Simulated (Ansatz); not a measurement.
Task: a relaxation followed by a look at the electronic structure of Os, space group Fm-3m, with the Ansatz DFT code, driven from Python. Give the script and its output. Level of theory (first run): r2SCAN, PAW, cutoff 600 eV, 10×10×10 k-points, Fermi-Dirac smearing of 0.05 eV.

Input file `os.xyz`:
```text
1
Lattice="0.0 1.945 1.945 1.945 0.0 1.945 1.945 1.945 0.0" Properties=species:S:1:pos:R:3 pbc="T T T"
Os    0.00000000    0.00000000    0.00000000
```

`os_pipeline.py`:
```python
# -*- coding: utf-8 -*-
"""From the given cell of Os to a relaxed cell, its gap and its density of states."""

import ansatz
import numpy as np


def count_gap(report):
    # lowest empty less highest filled band, counting bands; zero where they overlap
    return max(report.get("gap_by_band_count_ev") or 0.0, 0.0)


def configured(crystal, spacing):
    return (
        crystal.calculation()
        .functional("r2SCAN")
        .occupations("fermi_dirac", width=50 * ansatz.meV)
        .basis(600)  # plane waves up to this kinetic energy
        .kpoints(spacing=spacing)
    )


def main():
    cell = ansatz.Crystal.from_extxyz("os.xyz")

    relaxed = configured(cell, 0.3).relax(cell=True, force_tolerance=0.01, max_steps=40).checkpoint(write="relax.run", compress=False).run(threads=1, pin="off")
    cell = np.asarray(relaxed.lattice.cell_ang)
    print("relaxed edges (A):", np.linalg.norm(cell, axis=1).round(4), " volume:", round(abs(np.linalg.det(cell)), 3), "A^3")
    for site in relaxed.lattice.sites:
        print(" ", site.symbol, np.round(site.position_frac, 4) + 0.0)

    final = ansatz.Crystal.from_checkpoint("relax.run")
    outcome = configured(final, 0.22).functional("lda").stress().band_table().density_of_states(energy_step=0.05).run(threads=1, pin="off")
    rep = outcome.report
    dos = outcome.density_of_states()
    print(f"pressure at the relaxed cell {np.trace(rep['stress_gpa']) / 3:.3f} GPa, gap by band count {count_gap(rep):.3f} eV")
    if count_gap(rep) == 0:
        print("states/eV at the Fermi level:", round(float(np.interp(dos.fermi_ev, dos.energies_ev, dos.spin_summed_g_bin_mean_per_ev)), 3))


if __name__ == "__main__":
    main()
```

Output of `python os_pipeline.py`:
```text
relaxed edges (A): [2.7111 2.7111 2.7111]  volume: 14.091 A^3
  Os [0. 0. 0.]
DeckWarning: crystal.checkpoint: the structure is that of relax.run, a `relax` run, at its step 5: its result, under r2scan at a charge of 0 e; 1 atoms read, 0 with a starting moment [...]
pressure at the relaxed cell -10.061 GPa, gap by band count 0.000 eV
states/eV at the Fermi level: 0.838
```
(Warnings from the package without file and line, shortened.)

Reading the output:
- Total energies depend on the potentials; only differences at equal settings carry meaning. A total without «per atom» is that of the cell as typed.
- For a metal this k-point mesh is coarse: on a finer one energies can move by several to tens of meV an atom and pressures by half a GPa or more, differences at one mesh by less.
- Only differences from the Fermi energy are physical; the zero of the scale is a convention.
- A gap by band count of zero or less means overlapping bands, a metal.
- This isn't the structure that Os takes at ambient conditions.
- Gaps and levels are Kohn-Sham values on a finite set of k-points, without spin-orbit coupling.
- Where the second run takes another functional or mesh than the relaxation, its pressure isn't zero; pressure is positive in compression.
- The density of states is complete only as far up as bands were computed.
- Timing: 9.6 s on 1 thread of Arm Neoverse V2, on a shared host, peak memory 0.41 GiB.

(A comment or docstring line of the script was reworded after the run, the code is as it ran; lines on the test bed's own set-up are left out of the output.)
